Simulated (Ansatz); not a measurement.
# BIF₂: a ladder of functionals and wavefunction methods

The task here is to estimate one member of a computed series from the others.

Program: Ansatz 0.2.0, Gaussian basis. Level of theory: functionals in def2-TZVPP, the program's frozen cores in correlated methods. These are calculated values, not measurements.

The runs, in order: LDA (SPW92), PBE-D4, revPBE-D4, BLYP-D4, r2SCAN-D4, B97M-V, PBE0-D4, B3LYP-D4, r2SCANh-D4, r2SCAN0-D4, HSE06-D4, BHLYP-D4, CAM-B3LYP-D4, LC-ωPBE, ωB97X-V, ωB97M-V, B2PLYP, PBE-QIDH; CCSD(T)/def2-SVP; CCSD(T)/def2-TZVPP; CCSD(T)/def2-QZVPP; extrapolation to the limit; RPA on PBE.

## Structure used throughout

An earlier PBE0-D4 in a triple-zeta def2 set relaxation fixed the geometry. I takes the def2 core potential; no spin-orbit term is included.

SMILES `FB(F)I`, 4 atoms, charge 0, spin multiplicity 1.

Atoms are counted from 1 here; the program's logs count them from 0.

Bond lengths: F1–B2 1.309 Å, B2–F3 1.309 Å, B2–I4 2.120 Å. Angles: F1–B2–F3 119.1°, F1–B2–I4 120.4°, F3–B2–I4 120.4°.

The first run:

The input, in.yaml:

```yaml
crystal:
  periodic: [false, false, false]
  atoms:
    - {symbol: F, position_ang: [0.293025, -1.393785, 0.188164]}
    - {symbol: B, position_ang: [-0.097327, -0.148023, 0.091297]}
    - {symbol: F, position_ang: [-1.231547, 0.208405, 0.639191]}
    - {symbol: I, position_ang: [1.091349, 1.273103, -0.938952]}
basis:
  gaussian: {orbitals: def2-TZVPP}
hamiltonian: {xc: lda}
output: {orbitals: {seedname: orbitals}}
```

Command:

```sh
ansatz run in.yaml --threads 2 --pin off --events-out ev --progress --plain --max-ram 32768MiB --backend cpu
```

Steps of the session up to this table: LDA; PBE-D4 (GGA); revPBE-D4 (GGA); BLYP-D4 (GGA); r2SCAN-D4 (meta-GGA); B97M-V (meta-GGA); PBE0-D4 (hybrid); B3LYP-D4 (hybrid); r2SCANh-D4 (hybrid); r2SCAN0-D4 (hybrid); HSE06-D4 (hybrid); BHLYP-D4 (hybrid); CAM-B3LYP-D4 (range-separated); LC-ωPBE (range-separated); ωB97X-V (range-separated); ωB97M-V (range-separated); B2PLYP (double hybrid); PBE-QIDH (double hybrid).

One table of the session follows, with a row left open; its other results are not shown here.

It belongs to the step «Frontier levels by functional». 

| functional | HOMO (eV) | gap (eV) |
| --- | --- | --- |
| LDA (SPW92) | -7.12 | 5.16 |
| PBE-D4 | -6.94 | 5.29 |
| revPBE-D4 | -6.88 | 5.36 |
| BLYP-D4 | -6.75 | 5.26 |
| r2SCAN-D4 | -7.25 | 5.98 |
| B97M-V | -7.23 | 6.05 |
| PBE0-D4 | -8.14 | 7.48 |
| B3LYP-D4 | -7.88 | 6.99 |
| r2SCANh-D4 | -7.69 | 6.75 |
| r2SCAN0-D4 | -8.35 | 7.91 |
| HSE06-D4 | ? | ? |
| BHLYP-D4 | -9.16 | 9.56 |
| CAM-B3LYP-D4 | -9.42 | 9.89 |
| LC-ωPBE | -10.78 | 12.46 |
| ωB97X-V | -10.43 | 12.04 |
| ωB97M-V | -10.30 | 11.72 |

Q: Estimate the row for HSE06-D4 from the others.

**Answer.** HOMO (eV): -7.75; gap (eV): 6.70. In the column «HOMO (eV)» it lies between B3LYP-D4 (-7.88) and r2SCANh-D4 (-7.69).
